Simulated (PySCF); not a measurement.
**TcCl2: a ladder of methods**

How much do the numbers for TcCl2 (sextet) hang on the method? All levels run at one geometry, the PBE0 minimum.

Computed with PySCF 2.14.0. Level: several methods, basis Tc def2-SVP with ECP28, Cl def2-SVP, scalar-relativistic core potentials, no spin–orbit coupling, density fitting.

## Step 1: The starting structure

3 atoms, charge 0, spin multiplicity 6.

Bond lengths: Tc1–Cl2 2.300 Å, Tc1–Cl3 2.300 Å. Angles: Cl2–Tc1–Cl3 180.0°.

Z-matrix (Å, degrees; charge 0 multiplicity 6):
```
Tc
Cl 1 2.2996
Cl 1 2.2996 2 180.00
```

## Step 2: Density, ELF and potential

The plane holds Tc1 at (0.00, 0.00), Cl2 at (2.30, 0.00), Cl3 at (-2.30, 0.00) Å. Columns run from x = -4.35 to 4.65 Å, rows from y = 2.25 (top) to -1.95 Å, in steps of 0.3 Å. Electrons inside core potentials are absent.

Density (cut at 5 e/Å³):

Ten steps from '0' (0.000 e/Å³) to '9' (5.000 e/Å³), finer at the low end (step k begins (100^(k/10) - 1)/99 of the way up):
```
0000000000000000000000000000000
0000000000000000000000000000000
0000011111001111110011111000000
0000122222111222211122222100000
0001234443323444432334443210000
0012456765435688653456765421000
0013578876546999964567887531000
0023679997658966985679997632000
0023679997658966985679997632000
0013578876546999964567887531000
0012456765435688653456765421000
0001234443323444432334443210000
0000122222111222211122222100000
0000011111001111110011111000000
0000000000000000000000000000000
```

ELF (0 where the density is under 0.005 e/Å³):

Ten even steps from '0' (0.00) to '9' (0.89):
```
0000000000000111100000000000000
0000012210001222210001221000000
0002355543112222221134555320000
0024677775322233222357777642000
0136799997522344322579999763100
0257999999623677632699999975200
0358992149724999942794129985300
1368947818826900962881874986310
1368947818826900962881874986310
0358992149724999942794129985300
0257999999623677632699999975200
0136799997522344322579999763100
0024677775322233222357777642000
0002355543112222221134555320000
0000012210001222210001221000000
```

Spin density:

Ten even steps from '0' (-0.04 e/Å³) to '9' (1.35 e/Å³):
```
0000000000000000000000000000000
0000000000000000000000000000000
0000000000000000000000000000000
0000000000000011000000000000000
0000000000001122110000000000000
0000000000001466410000000000000
0000000000003899830000000000000
0000000100003911930000100000000
0000000100003911930000100000000
0000000000003899830000000000000
0000000000001466410000000000000
0000000000001122110000000000000
0000000000000011000000000000000
0000000000000000000000000000000
0000000000000000000000000000000
```

Values on the line from Tc1 (at 0) through Cl2 (at 2.300 Å):

| distance (Å) | density (e/Å³) | ELF | electrostatic potential (V) | spin density (e/Å³) |
| --- | --- | --- | --- | --- |
| -0.80 | 1.62 | 0.445 | 34.6 | 0.367 |
| 0.92 | 0.937 | 0.251 | 23.3 | 0.194 |
| 1.15 | 0.603 | 0.277 | 13.5 | 0.0431 |
| 1.38 | 0.903 | 0.764 | 15 | -0.00879 |
| 1.61 | 1.59 | 0.769 | 33.4 | -0.0423 |
| 1.84 | 2.55 | 0.0939 | 95.1 | -0.0415 |
| 2.07 | 44.4 | 0.854 | 354 | -0.0106 |
| 2.41 | 182 | 0.499 | 1.13e+03 | -0.0852 |
| 2.64 | 7.74 | 0.299 | 169 | -0.00193 |
| 2.87 | 1.84 | 0.451 | 54.2 | -0.0114 |
| 3.10 | 1.01 | 0.872 | 18.2 | -0.00878 |
| 3.33 | 0.417 | 0.83 | 5.9 | -0.00487 |
| 3.56 | 0.167 | 0.68 | 1.59 | -0.00272 |

Making the fields took 1.1 s on 2 threads of Arm Neoverse V1, shared host.

## Step 3: PBE0

One driver script runs all steps and calls PySCF; scf.py shows the equivalent input of each level. Each SCF starts from the density of the minimum. The driver also runs the species with one electron less or more at the same geometry; their logs are not shown.

scf.py reads:

```python
from pyscf import gto, scf, dft
mol = gto.M(atom='''
Tc    -0.000000     0.000000     0.000000
Cl     2.299572    -0.000000    -0.000000
Cl    -2.299572     0.000000     0.000000''',
    basis={'Tc': 'def2-SVP', 'Cl': 'def2-SVP'},
    ecp={'Tc': 'def2-SVP'},
    charge=0, spin=5)
mf = dft.UKS(mol, xc='PBE0')
mf.grids.atom_grid = (75, 302)
aux = {'Tc': 'def2-universal-JKFIT', 'Cl': 'def2-universal-JKFIT'}
mf = mf.density_fit(auxbasis=aux)
mf.conv_tol = 1e-08
mf.diis_space = 10
mf.max_cycle = 60
mf.verbose = 4
mf.kernel()
```

The run is started by

```console
$ OMP_NUM_THREADS=2 python axn.py task.json out
```

What it wrote:

```text
init E= -1000.66567714662
[... the frontier-level lines of each cycle are left out ...]
cycle= 1 E= -1000.66567714656  delta_E= 6.48e-11  |g|= 1.22e-05  |ddm|= 2.49e-05
Extra cycle  E= -1000.66567714636  delta_E= 1.96e-10  |g|= 2.15e-05  |ddm|= 4.3e-05
converged SCF energy = -1000.66567714636  <S^2> = 8.7613322  2S+1 = 6.0037762
```

This level, with the species of one electron less or more, took 1.3 s.

- energy: -1000.665677 Eh
- one electron less (charge +1): -1000.297308 Eh (quintet, ⟨S²⟩ 6.28)
- one electron more (charge -1): -1000.725222 Eh (quintet, ⟨S²⟩ 6.04)
- Mulliken charge of Tc1: +0.54 e

## Step 4: HF

Edit scf.py of step 3 so:

```diff
@@ -9,2 +9 @@
-mf = dft.UKS(mol, xc='PBE0')
-mf.grids.atom_grid = (75, 302)
+mf = scf.UHF(mol)
```

What it wrote:

```text
init E= -998.92785050713
[... the frontier-level lines of each cycle are left out ...]
cycle= 1 E= -998.952930105278  delta_E= -0.0251  |g|= 0.0567  |ddm|= 0.269
cycle= 2 E= -998.956815910341  delta_E= -0.00389  |g|= 0.0239  |ddm|= 0.115
cycle= 3 E= -998.957630505747  delta_E= -0.000815  |g|= 0.0124  |ddm|= 0.044
cycle= 4 E= -998.957926629417  delta_E= -0.000296  |g|= 0.00336  |ddm|= 0.0367
cycle= 5 E= -998.957951248952  delta_E= -2.46e-05  |g|= 0.00117  |ddm|= 0.01
cycle= 6 E= -998.957954250989  delta_E= -3e-06  |g|= 0.000249  |ddm|= 0.00449
cycle= 7 E= -998.957954359235  delta_E= -1.08e-07  |g|= 7.32e-05  |ddm|= 0.000848
cycle= 8 E= -998.957954370184  delta_E= -1.09e-08  |g|= 2.59e-05  |ddm|= 0.000242
cycle= 9 E= -998.957954371717  delta_E= -1.53e-09  |g|= 7.12e-06  |ddm|= 0.000125
Extra cycle  E= -998.957954371801  delta_E= -8.46e-11  |g|= 3.58e-06  |ddm|= 2.33e-05
converged SCF energy = -998.957954371801  <S^2> = 8.7728902  2S+1 = 6.0076252
```

This level, with the species of one electron less or more, took 1.2 s.

| Item | Value |
| --- | --- |
| energy | -998.957954 Eh |
| one electron less (charge +1) | -998.575633 Eh (quintet, ⟨S²⟩ 6.72) |
| one electron more (charge -1) | -998.970102 Eh (quintet, ⟨S²⟩ 6.23) |
| Mulliken charge of Tc1 | +0.83 e |

## Step 5: PBE

Edit scf.py of step 4 so:

```diff
@@ -9 +9,2 @@
-mf = scf.UHF(mol)
+mf = dft.UKS(mol, xc='PBE')
+mf.grids.atom_grid = (75, 302)
```

What it wrote:

```text
init E= -1000.61004270997
[... the frontier-level lines of each cycle are left out ...]
cycle= 1 E= -1000.61086451079  delta_E= -0.000822  |g|= 0.0751  |ddm|= 0.215
cycle= 2 E= -1000.58662515503  delta_E= 0.0242  |g|= 0.205  |ddm|= 0.345
cycle= 3 E= -1000.61455731023  delta_E= -0.0279  |g|= 0.00405  |ddm|= 0.252
cycle= 4 E= -1000.61456604304  delta_E= -8.73e-06  |g|= 0.00158  |ddm|= 0.00832
cycle= 5 E= -1000.61456722873  delta_E= -1.19e-06  |g|= 0.000464  |ddm|= 0.00238
cycle= 6 E= -1000.61456737889  delta_E= -1.5e-07  |g|= 1.39e-05  |ddm|= 0.000652
cycle= 7 E= -1000.61456737906  delta_E= -1.76e-10  |g|= 3.88e-06  |ddm|= 2.97e-05
Extra cycle  E= -1000.61456737898  delta_E= 8.32e-11  |g|= 1.2e-05  |ddm|= 1.93e-05
converged SCF energy = -1000.61456737898  <S^2> = 8.7583907  2S+1 = 6.0027963
```

This level, with the species of one electron less or more, took 16 s.

| Property | Result |
| --- | --- |
| energy | -1000.614567 Eh |
| one electron less (charge +1) | -1000.267976 Eh (quintet, ⟨S²⟩ 6.14) |
| one electron more (charge -1) | -1000.675288 Eh (quintet, ⟨S²⟩ 6.03) |
| Mulliken charge of Tc1 | +0.41 e |

## Step 6: B3LYP

Edit scf.py of step 5 so:

```diff
@@ -9 +9 @@
-mf = dft.UKS(mol, xc='PBE')
+mf = dft.UKS(mol, xc='B3LYP')
```

What it wrote:

```text
init E= -1001.02200456668
[... the frontier-level lines of each cycle are left out ...]
cycle= 1 E= -1001.02297692591  delta_E= -0.000972  |g|= 0.0115  |ddm|= 0.0864
cycle= 2 E= -1001.02292458702  delta_E= 5.23e-05  |g|= 0.0154  |ddm|= 0.0414
cycle= 3 E= -1001.02306991192  delta_E= -0.000145  |g|= 0.00465  |ddm|= 0.0237
cycle= 4 E= -1001.02308225619  delta_E= -1.23e-05  |g|= 0.000752  |ddm|= 0.00541
cycle= 5 E= -1001.0230831002  delta_E= -8.44e-07  |g|= 9.21e-05  |ddm|= 0.00272
cycle= 6 E= -1001.02308310826  delta_E= -8.07e-09  |g|= 2e-05  |ddm|= 0.000253
Extra cycle  E= -1001.02308310756  delta_E= 7.01e-10  |g|= 3.89e-05  |ddm|= 7.96e-05
converged SCF energy = -1001.02308310756  <S^2> = 8.75876  2S+1 = 6.0029193
```

This level, with the species of one electron less or more, took 3.3 s on 2 threads of Arm Neoverse V1, shared host.

```
energy                        : -1001.023083 Eh
one electron less (charge +1) : -1000.662807 Eh (quintet, ⟨S²⟩ 6.20)
one electron more (charge -1) : -1001.090963 Eh (quintet, ⟨S²⟩ 6.03)
Mulliken charge of Tc1        : +0.49 e
```

## Step 7: r2SCAN

Edit scf.py of step 6 so:

```diff
@@ -9,2 +9,2 @@
-mf = dft.UKS(mol, xc='B3LYP')
-mf.grids.atom_grid = (75, 302)
+mf = dft.UKS(mol, xc='R2SCAN')
+mf.grids.atom_grid = (90, 434)
```

What it wrote:

```text
init E= -1000.96708629394
[... the frontier-level lines of each cycle are left out ...]
cycle= 1 E= -1000.96764331123  delta_E= -0.000557  |g|= 0.0263  |ddm|= 0.125
cycle= 2 E= -1000.96579080397  delta_E= 0.00185  |g|= 0.0593  |ddm|= 0.103
cycle= 3 E= -1000.96807978068  delta_E= -0.00229  |g|= 0.00223  |ddm|= 0.0748
cycle= 4 E= -1000.96808274428  delta_E= -2.96e-06  |g|= 0.00038  |ddm|= 0.0031
cycle= 5 E= -1000.96808286329  delta_E= -1.19e-07  |g|= 5.53e-05  |ddm|= 0.000843
cycle= 6 E= -1000.96808286501  delta_E= -1.72e-09  |g|= 2.05e-05  |ddm|= 0.000109
Extra cycle  E= -1000.96808286508  delta_E= -6.64e-11  |g|= 1.88e-05  |ddm|= 5.69e-05
converged SCF energy = -1000.96808286508  <S^2> = 8.7620492  2S+1 = 6.0040151
```

This level, with the species of one electron less or more, took 8.4 s.

| Property | Result |
| --- | --- |
| energy | -1000.968083 Eh |
| one electron less (charge +1) | -1000.606798 Eh (quintet, ⟨S²⟩ 6.26) |
| one electron more (charge -1) | -1001.021985 Eh (quintet, ⟨S²⟩ 6.06) |
| Mulliken charge of Tc1 | +0.55 e |

## Step 8: TPSSh

Edit scf.py of step 7 so:

```diff
@@ -9 +9 @@
-mf = dft.UKS(mol, xc='R2SCAN')
+mf = dft.UKS(mol, xc='TPSSH')
```

What it wrote:

```text
init E= -1000.98313753815
[... the frontier-level lines of each cycle are left out ...]
cycle= 1 E= -1000.98368766735  delta_E= -0.00055  |g|= 0.00807  |ddm|= 0.0644
cycle= 2 E= -1000.9836436025  delta_E= 4.41e-05  |g|= 0.0117  |ddm|= 0.0249
cycle= 3 E= -1000.9837238496  delta_E= -8.02e-05  |g|= 0.00354  |ddm|= 0.0182
cycle= 4 E= -1000.98373175706  delta_E= -7.91e-06  |g|= 0.000541  |ddm|= 0.00458
cycle= 5 E= -1000.98373199403  delta_E= -2.37e-07  |g|= 4.61e-05  |ddm|= 0.00117
cycle= 6 E= -1000.98373199572  delta_E= -1.69e-09  |g|= 1.77e-05  |ddm|= 0.000113
Extra cycle  E= -1000.98373199583  delta_E= -1.07e-10  |g|= 1.29e-05  |ddm|= 3.62e-05
converged SCF energy = -1000.98373199583  <S^2> = 8.7598674  2S+1 = 6.0032882
```

This level, with the species of one electron less or more, took 8.4 s.

| Property | Result |
| --- | --- |
| energy | -1000.983732 Eh |
| one electron less (charge +1) | -1000.624869 Eh (quintet, ⟨S²⟩ 6.21) |
| one electron more (charge -1) | -1001.040892 Eh (quintet, ⟨S²⟩ 6.03) |
| Mulliken charge of Tc1 | +0.53 e |

## Step 9: M06-2X

Edit scf.py of step 8 so:

```diff
@@ -9 +9 @@
-mf = dft.UKS(mol, xc='TPSSH')
+mf = dft.UKS(mol, xc='M062X')
```

What it wrote:

```text
init E= -1000.83513540858
[... the frontier-level lines of each cycle are left out ...]
cycle= 1 E= -1000.83992400496  delta_E= -0.00479  |g|= 0.0218  |ddm|= 0.186
cycle= 2 E= -1000.84035385917  delta_E= -0.00043  |g|= 0.00983  |ddm|= 0.0579
cycle= 3 E= -1000.84042244272  delta_E= -6.86e-05  |g|= 0.00168  |ddm|= 0.0168
cycle= 4 E= -1000.8404268448  delta_E= -4.4e-06  |g|= 0.000698  |ddm|= 0.00506
cycle= 5 E= -1000.84042749272  delta_E= -6.48e-07  |g|= 0.000297  |ddm|= 0.00228
cycle= 6 E= -1000.84042757476  delta_E= -8.2e-08  |g|= 0.000114  |ddm|= 0.000669
cycle= 7 E= -1000.84042759894  delta_E= -2.42e-08  |g|= 2.91e-05  |ddm|= 0.000373
cycle= 8 E= -1000.84042760141  delta_E= -2.48e-09  |g|= 8.32e-06  |ddm|= 0.000138
Extra cycle  E= -1000.84042760158  delta_E= -1.65e-10  |g|= 3.76e-06  |ddm|= 2.45e-05
converged SCF energy = -1000.84042760158  <S^2> = 8.7649816  2S+1 = 6.0049918
```

This level, with the species of one electron less or more, took 9.1 s.

- energy: -1000.840428 Eh
- one electron less (charge +1): -1000.456914 Eh (quintet, ⟨S²⟩ 6.27)
- one electron more (charge -1): -1000.912310 Eh (quintet, ⟨S²⟩ 6.05)
- Mulliken charge of Tc1: +0.57 e

## Step 10: revPBE

Edit scf.py of step 9 so:

```diff
@@ -9,2 +9,2 @@
-mf = dft.UKS(mol, xc='M062X')
-mf.grids.atom_grid = (90, 434)
+mf = dft.UKS(mol, xc='PBE_R,PBE')
+mf.grids.atom_grid = (75, 302)
```

What it wrote:

```text
init E= -1000.85394564011
[... the frontier-level lines of each cycle are left out ...]
cycle= 1 E= -1000.85408622396  delta_E= -0.000141  |g|= 0.075  |ddm|= 0.202
cycle= 2 E= -1000.83073611736  delta_E= 0.0234  |g|= 0.202  |ddm|= 0.339
cycle= 3 E= -1000.85773582638  delta_E= -0.027  |g|= 0.00309  |ddm|= 0.249
cycle= 4 E= -1000.85774038238  delta_E= -4.56e-06  |g|= 0.00136  |ddm|= 0.00553
cycle= 5 E= -1000.85774124928  delta_E= -8.67e-07  |g|= 0.000356  |ddm|= 0.0018
cycle= 6 E= -1000.85774133705  delta_E= -8.78e-08  |g|= 3.5e-05  |ddm|= 0.000481
cycle= 7 E= -1000.85774133766  delta_E= -6.11e-10  |g|= 1.65e-05  |ddm|= 7.72e-05
Extra cycle  E= -1000.8577413365  delta_E= 1.17e-09  |g|= 4.56e-05  |ddm|= 7.58e-05
converged SCF energy = -1000.8577413365  <S^2> = 8.7585214  2S+1 = 6.0028398
```

This level, with the species of one electron less or more, took 16 s on 2 threads of Arm Neoverse V1, shared host.

| Item | Value |
| --- | --- |
| energy | -1000.857741 Eh |
| one electron less (charge +1) | -1000.512053 Eh (quintet, ⟨S²⟩ 6.15) |
| one electron more (charge -1) | -1000.914293 Eh (quintet, ⟨S²⟩ 6.03) |
| Mulliken charge of Tc1 | +0.43 e |

## Step 11: All levels side by side

| level | atomisation energy (kJ/mol) | vertical ionisation energy (eV) | vertical electron affinity (eV) | −ε(HOMO) (eV) | gap (eV) | wall time |
| --- | --- | --- | --- | --- | --- | --- |
| PBE0 | 832 | 10.02 | 1.62 | 7.70 | 4.28 | 1.3 s |
| HF | 599 | 10.40 | 0.33 | 11.12 | 11.18 | 1.2 s |
| PBE | 870 | 9.43 | 1.65 | 6.12 | 1.51 | 16 s |
| B3LYP | 788 | 9.80 | 1.85 | 7.28 | 3.35 | 3.3 s |
| r2SCAN | – | 9.83 | 1.47 | 6.62 | 2.67 | 8.4 s |
| TPSSh | 853 | 9.77 | 1.56 | 6.91 | 2.89 | 8.4 s |
| M06-2X | 793 | 10.44 | 1.96 | 9.12 | 3.87 | 9.1 s |
| revPBE | – | 9.41 | 1.54 | 6.10 | 1.59 | 16 s |

Times are for 2 threads of Arm Neoverse V1, shared host; PBE0 starts from its own converged density, so its time is not comparable. A dash stands where a species or a free atom was not run at that level, or the quantity is not defined.

Atomisation goes to high-spin atoms in their ground configurations, run at the same level, without zero-point energy.

## Step 12: Summary of results

| quantity | value |
| --- | --- |
| atomisation energy, range | 599 (HF) to 870 (PBE) kJ/mol |
| vertical ionisation energy, range | 9.41 (revPBE) to 10.44 (M06-2X) eV |
| vertical electron affinity, range | 0.33 (HF) to 1.96 (M06-2X) eV |
| orbital gap, range | 1.51 (PBE) to 11.18 (HF) eV |

In words: The atomisation energy spreads over 271 kJ/mol, from HF to PBE; without a CCSD(T) value for it there is no yardstick here. Spin contamination is strong in at least one of the open-shell species at HF. Without diffuse functions electron affinities tend to come out too low. Open d and f shells are described by one determinant, and the ground state may have another occupation or spin.
